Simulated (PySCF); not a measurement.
# A gas-phase reaction: Cl3HOSi + H2 → Cl3HSi + H2O

Aim: the reaction energy of `O[Si](Cl)(Cl)Cl` + `[H][H]` → `Cl[SiH](Cl)Cl` + `O`.

Programs: PySCF 2.14.0. All values are calculated, for the isolated system unless a continuum is named. Atoms count from 0, parts from 1.

## 1. The system as given

Each species was relaxed by itself at PBE0-D3(BJ)/def2-SVPD.

## 2. Energies of the species: wB97M-D3(BJ)/def2-TZVPD

Job settings and geometry (Å):

```
{"job": {"kind": "react", "xc": "wB97M-D3(BJ)", "basis": "def2-TZVPD"}, "charge": 0, "multiplicity": 1}
-1 Cl3HOSi charge 0 multiplicity 1
O     -0.974560    -0.651560     0.612400
Si     0.189920     0.281060    -0.065210
Cl    -0.250340     0.725450    -2.016400
Cl     0.275120     1.992920     1.031710
Cl     2.011170    -0.657980    -0.036370
H     -1.165300    -1.511310     0.226570

-1 H2 charge 0 multiplicity 1
H      0.380240     0.006050     0.002770
H     -0.380240    -0.006050    -0.002770

+1 Cl3HSi charge 0 multiplicity 1
Cl    -1.569830     0.515290     1.171470
Si    -0.014130     0.035400    -0.076310
Cl    -0.128570    -1.954080    -0.562310
Cl     1.760400     0.389980     0.889380
H     -0.087900     0.853410    -1.300620

+1 H2O charge 0 multiplicity 1
O     -0.002650     0.389320     0.007300
H     -0.761540    -0.199830    -0.004760
H      0.764220    -0.189450    -0.002560
```

Level: wB97M-D3(BJ)/def2-TZVPD reaction energy of separated species, gas phase.

Command:

```bash
$ OMP_NUM_THREADS=1 python cluster_run.py task.json out
```

The driver reads the jobs from task.json and runs them one after another.

**Question.** The jobs that follow are: PBE0-D3(BJ)/def2-TZVPD reaction energy of separated species, gas phase. Predict: reaction energy (wB97M-D3(BJ)/def2-TZVPD); ΔH, ΔG at 298 K (xTB thermal terms). Thermal terms come from harmonic xTB runs on each species.

**Answer**, as computed:

```
                                                quantity                    value
               reaction energy (wB97M-D3(BJ)/def2-TZVPD)           19.52 kcal/mol
                     ΔH, ΔG at 298 K (xTB thermal terms)    +22.8, +21.4 kcal/mol
range of the reaction energy over the runs of this table  18.35 to 19.52 kcal/mol
```

The reaction is endothermic by 22.8 kcal/mol in the gas phase; dispersion gives +0.71, and xTB itself gave 9.56 for the electronic energy (xTB energies and thermal terms come from the earlier relaxation of each species, not shown). No barrier was sought. The reaction energy runs from 18.35 (PBE0-D3(BJ)/def2-TZVPD) to 19.52 kcal/mol (wB97M-D3(BJ)/def2-TZVPD).
